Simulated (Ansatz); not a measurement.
# ClF6HW: the cost of one run

All numbers below are computed with Ansatz 0.2.0 (RKS LDA/def2-SVP).

## 1. Starting point

Bond lengths: W1–Cl2 2.740 Å, W1–F3 1.850 Å, W1–F4 1.850 Å, W1–F5 1.850 Å, W1–F6 1.850 Å, W1–F7 1.850 Å, W1–F8 2.150 Å. Angles (14 of 21 angles, heavy atoms first): Cl2–W1–F3 90.0°, Cl2–W1–F4 90.0°, Cl2–W1–F5 90.0°, Cl2–W1–F6 90.0°, Cl2–W1–F7 180.0°, Cl2–W1–F8 71.6°, F3–W1–F4 90.0°, F3–W1–F5 180.0°, F3–W1–F6 90.0°, F3–W1–F7 90.0°, F3–W1–F8 48.9°, F4–W1–F5 90.0°, F4–W1–F6 180.0°, F4–W1–F7 90.0°.

Structure file:

```xyz
9

W     0.0000    0.0000    0.0000
Cl    0.0000    0.0000    2.7400
F     1.8500    0.0000    0.0000
F     0.0000    1.8500    0.0000
F    -1.8500    0.0000    0.0000
F     0.0000   -1.8500    0.0000
F     0.0000    0.0000   -1.8500
F     1.4129    1.4719    0.6779
H     1.0415    1.0850    1.8560
```

## 2. A restrained relaxation towards end A

Springs on the bonds that form and break draw the guess towards this end; the thresholds are loose.

Input file input.yaml:

```yaml
crystal:
  periodic: [false, false, false]
  atoms:
    - { symbol: W, position_ang: [0.0, 0.0, 0.0] }
    - { symbol: Cl, position_ang: [0.0, 0.0, 2.74] }
    - { symbol: F, position_ang: [1.85, 0.0, 0.0] }
    - { symbol: F, position_ang: [0.0, 1.85, 0.0] }
    - { symbol: F, position_ang: [-1.85, 0.0, 0.0] }
    - { symbol: F, position_ang: [0.0, -1.85, 0.0] }
    - { symbol: F, position_ang: [0.0, 0.0, -1.85] }
    - { symbol: F, position_ang: [1.4129, 1.4719, 0.6779] }
    - { symbol: H, position_ang: [1.0415, 1.085, 1.856] }
basis:
  gaussian: { orbitals: def2-SVP }
hamiltonian:
  xc: lda
relax:
  f_tol: 0.15
  max_steps: 25
  restrain:
    - { distance: [0, 7], at: 3.05, k: 30.0 }
    - { distance: [8, 1], at: 2.57, k: 30.0 }
    - { distance: [0, 1], at: 2.39, k: 30.0 }
    - { distance: [8, 7], at: 0.92, k: 30.0 }
```

On the command line:

```console
$ ansatz run input.yaml --threads 4 --pin off --max-ram 5120MiB --backend cpu --events-out ev --progress --plain --runs-dir out
```

Q: Estimate wall time and peak memory on 4 threads of Arm Neoverse V2, shared host.

About 12 s, with a peak of 0.21 GiB.
